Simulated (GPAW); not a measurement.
Wanted: an ASE script for a GPAW 26.7.0 run.

```
Task                : band structure
Functional          : RPBE
Potentials or basis : the program's PAW data sets (release 1.2.1) made for this functional
Cutoff              : 800 eV
Basis               : pw
k mesh              : 3 × 3 × 3
Occupations         : fermi-dirac, width 0.05 eV
Spin                : collinear spin, ferromagnetic start
Starting moments    : [0.0, 0.0, 2.0, 2.0, 2.0, 0.0, 0.0, 0.0, 0.0, 0.0, 0.0, 0.0, 0.0, 0.0, 0.0, 0.0, 0.0, 0.0, 0.0, 0.0, 0.0, 0.0] μB
Ranks               : 8
Maxiter             : 150
Band path           : GLB1,BZGX,QFP1Z,LP
Band points         : 100
```

Crystal: Ba2Tl5V3O12.

```
Ba V Tl O
1.0
     4.23698    2.44622    6.12840
    -4.23698    2.44622    6.12840
     0.00000   -4.89244    6.12840
Ba V Tl O
2 3 5 12
Direct
  0.50000 0.50000 0.50000
  0.00000 0.00000 0.00000
  0.50000 0.50000 0.00000
  0.00000 0.50000 0.50000
  0.50000 0.00000 0.50000
  0.00000 0.00000 0.50000
  0.50000 0.00000 0.00000
  0.00000 0.50000 0.00000
  0.74045 0.74045 0.74045
  0.25955 0.25955 0.25955
  0.71652 0.08089 0.41242
  0.41242 0.71652 0.08089
  0.08089 0.41242 0.71652
  0.58758 0.91911 0.28348
  0.91911 0.28348 0.58758
  0.28348 0.58758 0.91911
  0.28348 0.91911 0.58758
  0.58758 0.28348 0.91911
  0.91911 0.58758 0.28348
  0.41242 0.08089 0.71652
  0.08089 0.71652 0.41242
  0.71652 0.41242 0.08089
```

The cell was built by a generator and needn't be a form met in nature.

These files were run (other wordings do the same):

run.py

```python
from ase import Atoms
from ase.dft.bandgap import bandgap
from ase.io import write
from ase.units import GPa
from ase.parallel import parprint
from gpaw import GPAW, PW

atoms = Atoms(['Ba', 'Ba', 'V', 'V', 'V', 'Tl', 'Tl', 'Tl', 'Tl', 'Tl', 'O', 'O', 'O', 'O', 'O', 'O', 'O', 'O', 'O', 'O', 'O', 'O'],
              cell=[[4.2369789974, 2.4462209647, 6.1284],
                    [-4.2369789974, 2.4462209647, 6.1284],
                    [0.0, -4.8924419294, 6.1284]],
              scaled_positions=[[0.5, 0.5, 0.5],
                                [0.0, 0.0, 0.0],
                                [0.5, 0.5, 0.0],
                                [0.0, 0.5, 0.5],
                                [0.5, 0.0, 0.5],
                                [0.0, 0.0, 0.5],
                                [0.5, 0.0, 0.0],
                                [0.0, 0.5, 0.0],
                                [0.74045, 0.74045, 0.74045],
                                [0.25955, 0.25955, 0.25955],
                                [0.71652, 0.08089, 0.41242],
                                [0.41242, 0.71652, 0.08089],
                                [0.08089, 0.41242, 0.71652],
                                [0.58758, 0.91911, 0.28348],
                                [0.91911, 0.28348, 0.58758],
                                [0.28348, 0.58758, 0.91911],
                                [0.28348, 0.91911, 0.58758],
                                [0.58758, 0.28348, 0.91911],
                                [0.91911, 0.58758, 0.28348],
                                [0.41242, 0.08089, 0.71652],
                                [0.08089, 0.71652, 0.41242],
                                [0.71652, 0.41242, 0.08089]],
              pbc=True)
atoms.set_initial_magnetic_moments([0.0, 0.0, 2.0, 2.0, 2.0, 0.0, 0.0, 0.0, 0.0, 0.0, 0.0, 0.0, 0.0, 0.0, 0.0, 0.0, 0.0, 0.0, 0.0, 0.0, 0.0, 0.0])

calc = GPAW(mode=PW(800),
            xc='RPBE',
            kpts={'size': (3, 3, 3), 'gamma': True},
            occupations={'name': 'fermi-dirac', 'width': 0.05},
            nbands=153,
            convergence={'density': 1e-05, 'energy': 1e-05},
            maxiter=150,
            txt='gpaw.txt')
atoms.calc = calc
energy = atoms.get_potential_energy()
forces = atoms.get_forces()
stress = atoms.get_stress()
calc.write('gs.gpw')
write('result.traj', atoms)
parprint(f'Energy: {energy:.6f} eV')
parprint('Forces (eV/A):')
parprint(forces.round(4))
parprint('Stress (GPa):', (stress / GPa).round(3))
parprint('Moments:', calc.get_magnetic_moments().round(3))
parprint('Fermi level:', round(calc.get_fermi_level(), 4), 'eV')
parprint(f'Gap: {bandgap(calc)[0]:.4f} eV, direct: {bandgap(calc, direct=True)[0]:.4f} eV')

path = atoms.cell.bandpath('GLB1,BZGX,QFP1Z,LP', npoints=100, eps=1e-4)
bs_calc = calc.fixed_density(kpts=path, symmetry='off', nbands=225,
                             convergence={'bands': 'CBM+6.0', 'eigenstates': 1e-6}, txt='bands.txt')
bs = bs_calc.band_structure()
bs.write('bs.json')
parprint(f'Gap on the path: {bandgap(bs_calc)[0]:.4f} eV')
```

Potentials or basis: the program's PAW data sets (release 1.2.1) made for this functional, pw.

Launch:

```console
$ OMP_NUM_THREADS=1 mpirun -n 8 gpaw python run.py
```

Results of the run:

- Pressure: 3.9 GPa
- Largest force: 0.543 eV/Å
- Band gap along the path: none (metal or under the smearing width)
- Net moment: 1.24 μB per cell
- Site moments: Ba +0.00, -0.00; V +0.37; Tl +0.00, +0.02; O -0.01 μB

Caveat: spin-orbit coupling is left out, which moves the levels of the heavy elements; semilocal functionals often make such compounds metallic where correlation or magnetic order opens a gap, which also shifts bond lengths.

Run time: 51 min on 8 MPI ranks on Intel(R) Xeon(R) Platinum 8375C CPU @ 2.90GHz (Ice Lake), on a shared host, peak memory 2.9 GiB a rank.
